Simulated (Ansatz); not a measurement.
# C₃H₁₂FGeInSi: basis-set convergence

One table from this session's results is given with a row withheld; the runs are named, their logs left out.

Program: Ansatz 0.2.0, Gaussian basis. Level of theory: one geometry, several basis sets. These are calculated values, not measurements.

Levels to be run: PBE0-D4/def2-SVP; ωB97M-V/def2-SVP; PBE0-D4/def2-QZVPP; ωB97M-V/def2-QZVPP; the functionals' def2-TZVPP values are taken from earlier runs.

1 further run of the same task is left out (for a known fault of the program).

**The geometry**

The geometry comes from an earlier relaxation with PBE0-D4 in a triple-zeta def2 set; it is a stationary point, not always the lowest conformer. In takes the def2 core potential; no spin-orbit term is included.

SMILES `CC[C@@H]([GeH3])[Si@@H](F)[InH2]`, 19 atoms, charge 0, spin multiplicity 1.

Atoms are counted from 1 here; the program's logs count them from 0.

Bond lengths: C1–C2 1.520 Å, C1–H8 1.092 Å, C1–H9 1.095 Å, C1–H10 1.093 Å, C2–C3 1.534 Å, C2–H11 1.096 Å, C2–H12 1.099 Å, C3–Ge4 1.975 Å, C3–Si5 1.872 Å, C3–H13 1.100 Å, Ge4–H14 1.538 Å, Ge4–H15 1.535 Å, Ge4–H16 1.542 Å, Si5–F6 1.617 Å, Si5–In7 2.588 Å, Si5–H17 1.493 Å, In7–H18 1.729 Å, In7–H19 1.734 Å. Angles: C2–C1–H8 111.0°, C2–C1–H9 111.8°, C2–C1–H10 111.6°, H8–C1–H9 107.8°, H8–C1–H10 107.7°, H9–C1–H10 106.8°, C1–C2–C3 114.3°, C1–C2–H11 109.2°, C1–C2–H12 109.1°, C3–C2–H11 109.7°, C3–C2–H12 108.9°, H11–C2–H12 105.2°, C2–C3–Ge4 113.0°, C2–C3–Si5 114.8°, C2–C3–H13 109.0°, Ge4–C3–Si5 111.7°, Ge4–C3–H13 103.6°, Si5–C3–H13 103.7° and more.

The first run:

in.yaml

```yaml
crystal:
  periodic: [false, false, false]
  atoms:
    - {symbol: C, position_ang: [-1.830656, 0.425619, -0.309193]}
    - {symbol: C, position_ang: [-1.001216, -0.829739, -0.094199]}
    - {symbol: C, position_ang: [0.495099, -0.654160, -0.383308]}
    - {symbol: Ge, position_ang: [0.879575, -0.347290, -2.296365]}
    - {symbol: Si, position_ang: [1.363335, 0.595548, 0.706615]}
    - {symbol: F, position_ang: [1.163069, 2.082024, 0.102071]}
    - {symbol: In, position_ang: [0.476268, 0.508291, 3.135770]}
    - {symbol: H, position_ang: [-2.879066, 0.249462, -0.060336]}
    - {symbol: H, position_ang: [-1.476187, 1.257528, 0.307697]}
    - {symbol: H, position_ang: [-1.787687, 0.762119, -1.347858]}
    - {symbol: H, position_ang: [-1.404841, -1.639337, -0.712575]}
    - {symbol: H, position_ang: [-1.125099, -1.170173, 0.943629]}
    - {symbol: H, position_ang: [1.015180, -1.597775, -0.163660]}
    - {symbol: H, position_ang: [2.393638, -0.472408, -2.534715]}
    - {symbol: H, position_ang: [0.411080, 1.035355, -2.771960]}
    - {symbol: H, position_ang: [0.144410, -1.428638, -3.113932]}
    - {symbol: H, position_ang: [2.830303, 0.329732, 0.629193]}
    - {symbol: H, position_ang: [-0.281325, 1.852975, 3.914190]}
    - {symbol: H, position_ang: [0.614121, -0.959133, 4.048957]}
basis:
  gaussian: {orbitals: def2-SVP}
hamiltonian: {xc: pbe0, dispersion: d4}
output: {orbitals: {seedname: orbitals}}
```

The run is started by

```
ansatz run in.yaml --threads 4 --pin off --events-out ev --progress --plain --max-ram 46080MiB --backend cpu
```

Steps of the session up to this table: PBE0-D4 in def2-SVP; ωB97M-V in def2-SVP; PBE0-D4 in def2-QZVPP; ωB97M-V in def2-QZVPP.

One table of the session follows, with a row left open; its other results are not shown here.

It belongs to the step «Density functionals: the series». 

```
functional       basis  HOMO (eV)  LUMO (eV)
   PBE0-D4    def2-SVP      -7.01      -2.12
   PBE0-D4  def2-TZVPP          ?          ?
   PBE0-D4  def2-QZVPP      -7.03      -2.18
   ωB97M-V    def2-SVP      -8.95      -0.50
   ωB97M-V  def2-TZVPP      -9.00      -0.61
   ωB97M-V  def2-QZVPP      -9.01      -0.63
```

Q: Estimate the row for PBE0-D4, def2-TZVPP from the others.

**Answer.** HOMO (eV): -7.02; LUMO (eV): -2.18. In the column «HOMO (eV)» it lies between PBE0-D4, def2-QZVPP (-7.03) and PBE0-D4, def2-SVP (-7.01).
